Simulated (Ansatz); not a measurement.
Ba2Tl5V3O12:

```
CELL_PARAMETERS angstrom
4.23698 2.44622 6.12840
-4.23698 2.44622 6.12840
0.00000 -4.89244 6.12840
ATOMIC_POSITIONS crystal
Ba 0.50000 0.50000 0.50000
Ba 0.00000 0.00000 0.00000
V 0.50000 0.50000 0.00000
V 0.00000 0.50000 0.50000
V 0.50000 0.00000 0.50000
Tl 0.00000 0.00000 0.50000
Tl 0.50000 0.00000 0.00000
Tl 0.00000 0.50000 0.00000
Tl 0.74045 0.74045 0.74045
Tl 0.25955 0.25955 0.25955
O 0.71652 0.08089 0.41242
O 0.41242 0.71652 0.08089
O 0.08089 0.41242 0.71652
O 0.58757 0.91911 0.28348
O 0.91911 0.28348 0.58757
O 0.28348 0.58757 0.91911
O 0.28348 0.91911 0.58757
O 0.58757 0.28348 0.91911
O 0.91911 0.58757 0.28348
O 0.41242 0.08089 0.71652
O 0.08089 0.71652 0.41242
O 0.71652 0.41242 0.08089
```

The cell was built by a generator and needn't be a form met in nature.

- Program: Ansatz 0.2.0
- Task: relaxation of cell and atoms
- Functional: RPBE
- Potentials or basis: Ansatz PAW
- Cutoff: 420 eV (not typed: the program's choice for these potentials)
- k mesh: 3 × 3 × 3
- Occupations: fermi-dirac, width 0.05 eV
- Spin: collinear spin, ferromagnetic start
- Starting moments: [0.0, 0.0, 2.0, 2.0, 2.0, 0.0, 0.0, 0.0, 0.0, 0.0, 0.0, 0.0, 0.0, 0.0, 0.0, 0.0, 0.0, 0.0, 0.0, 0.0, 0.0, 0.0] μB

At the start: volume 17.32 Å³/atom.

Question: Where does the relaxation end?

Answer: It ends after 16 steps and the volume is 18.56 Å³/atom (+7.1 %); space group R-3m (No. 166, to 0.05 Å); moment 0.00 μB per cell.

The path:
```
step  energy change (eV)  largest force (eV/Å)  volume (Å³)
   1              0.0000                0.1378       381.11
   2             -0.0163                0.1141       413.52
   3             -0.1186                0.0357       402.20
   4             -0.1261                0.0267       400.82
   5             -0.1256                0.0146       401.54
   6             -0.1249                0.0060       402.16
   7             -0.1835                0.0060       402.16
   8             -0.1828                0.0051       403.17
   9             -0.1795                0.0147       405.48
  10             -0.1772                0.0297       408.49
  11             -0.1800                0.0294       408.26
  12             -0.1805                0.0250       408.07
  13             -0.1814                0.0047       407.85
  14             -0.1967                0.0046       407.85
  15             -0.1962                0.0021       408.25
  16             -0.1971                0.0021       408.25
```

Final structure:
```
Ba V Tl O
1.0
     4.30349    2.48462    6.36342
    -4.30349    2.48462    6.36342
     0.00000   -4.96924    6.36342
Ba V Tl O
2 3 5 12
Cartesian
  0.0000 0.0000 9.5451
  0.0000 0.0000 0.0000
  0.0000 2.4846 6.3634
  -2.1517 -1.2423 6.3634
  2.1517 -1.2423 6.3634
  0.0000 -2.4846 3.1817
  2.1517 1.2423 3.1817
  -2.1517 1.2423 3.1817
  0.0000 0.0000 14.1897
  0.0000 0.0000 4.9006
  2.7289 -0.0912 7.6513
  -1.2854 2.4090 7.6513
  -1.4435 -2.3177 7.6513
  -1.4435 2.3177 11.4390
  2.7289 0.0912 11.4390
  -1.2854 -2.4090 11.4390
  -2.7289 0.0912 11.4390
  1.2854 -2.4090 11.4390
  1.4435 2.3177 11.4390
  1.4435 -2.3177 7.6513
  -2.7289 -0.0912 7.6513
  1.2854 2.4090 7.6513
```

Caveat: the plane-wave basis is chosen anew once the cell has moved, so the energies of steps on either side of that aren't comparable; the pressure holds a Pulay correction of +0.3 GPa for the finite cutoff; the PAW data sets come from PBE, with cores solved anew for the run's functional, which leaves a small shift of forces and pressure; the starting moments weren't kept.
